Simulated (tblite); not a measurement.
# C3H11ClO2Si3: the cost of one run

Programs: tblite 0.8.0 and PySCF 2.14.0, with density-fitted response routines of our own. Each step states its level of theory. These are calculated values for one molecule in the gas phase, unless marked as measured. Atoms count from 0, in the outputs and in this text.

### Step 1. Starting geometry

20 atoms, charge 0, multiplicity 1; geometry from: force field or distance geometry start.

Bonds of the start (Å): C0–O1 1.40, O1–Si2 1.67, Si2–C3 1.82, C3–C4 1.35, C4–O5 1.40, O5–Si6 1.68, C4–Si7 1.90, Si7–Cl8 2.05, C0–H9 1.10, C0–H10 1.10, C0–H11 1.09, Si2–H12 1.48, Si2–H13 1.49, C3–H14 1.09, Si6–H15 1.48, Si6–H16 1.48, Si6–H17 1.49, Si7–H18 1.48, Si7–H19 1.48.

### Step 2. Relaxing the molecule with GFN2-xTB

The job: settings as JSON, then the geometry in Å.

```
{"job": {"kind": "relax", "xc": "GFN2-xTB", "basis": "xTB"}, "charge": 0, "multiplicity": 1}
C     -3.664000     0.516800    -0.558500
O     -2.416300     0.245800     0.018700
Si    -1.478900    -0.978500    -0.627400
C      0.176100    -1.059600     0.121400
C      1.079900    -0.112300     0.435900
O      2.262400    -0.516800     1.059200
Si     3.652900    -0.780700     0.155200
Si     0.854000     1.761800     0.231700
Cl     0.995400     2.015600    -1.799800
H     -4.139900     1.335400     0.009000
H     -4.341900    -0.350500    -0.502100
H     -3.567700     0.843500    -1.596400
H     -2.197700    -2.261400    -0.424500
H     -1.355500    -0.738000    -2.088600
H      0.427100    -2.089500     0.361100
H      4.062500     0.480600    -0.490600
H      3.401700    -1.828100    -0.860200
H      4.743000    -1.238100     1.058100
H      1.966700     2.508200     0.862600
H     -0.464900     2.256500     0.697900
```

Command:

```bash
OMP_NUM_THREADS=1 python probes_run.py task.json out
```

This one command runs all jobs of the session in turn.

**Question.** How long does this first job take on 1 thread of Arm Neoverse N1, shared host, and how much memory does it need?

About 4.8 s, with a peak of 0.18 GiB.
